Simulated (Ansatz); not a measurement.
# Co: the cost of one run

Computed with Ansatz 0.2.0 (DFT PBEsol, scalar-relativistic, plane waves, PAW, unless a step's input says otherwise).

18 further runs of the same task are left out: 18 set aside as unsound or not needed. Runs told in other sessions of the task aren't counted.

## 1. Starting point

The structure is hexagonal, space group P6_3/mmc (No. 194). Conventional cell: a = 2.406 Å, b = 2.406 Å, c = 3.491 Å, α = 90.00°, β = 90.00°, γ = 120.00°. Around Co (site symmetry -6m2) lie 12 Co at 2.23 to 2.41 Å.

As a file:

```
CELL_PARAMETERS angstrom
2.40640 0.00000 0.00000
-1.20320 2.08400 0.00000
0.00000 0.00000 3.49130
ATOMIC_POSITIONS crystal
Co 0.33333 0.66667 0.25000
Co 0.66667 0.33333 0.75000
```

## 2. Conventional a = b = 2.4064 A, c = 3.4913 Å

Contents of input.yaml:

```yaml
crystal:
  lattice:
    - [2.4064, 0.0, 0.0]
    - [-1.2032, 2.0840035317, 0.0]
    - [0.0, 0.0, 3.4913]
  atoms:
    - { symbol: Co, position: [0.3333333333, 0.6666666667, 0.25], spin: 1.79 }
    - { symbol: Co, position: [0.6666666667, 0.3333333333, 0.75], spin: 1.79 }
basis:
  ecutwfc: 520.0
kpoints:
  mp_grid: { grid: [21, 21, 12] }
hamiltonian:
  xc: pbesol
  pseudopotentials: { kind: paw, azcp: { folder: soft_1 } }
scf:
  occupations: { method: gaussian, width: 0.15 }
output:
  forces: true
  stress: true
  eigenvalues: true
  populations: true
magnetization:
  spin_polarized: true
```

On the command line:

```
> ansatz run input.yaml --threads 2 --pin off --max-ram 4096MiB --backend cpu --events-out ev --progress --plain --runs-dir out
```

What time and memory should one allow on 2 threads of Intel Xeon 6975P-C (Granite Rapids), shared host?

About 9.4 s, with a peak of 0.61 GiB.
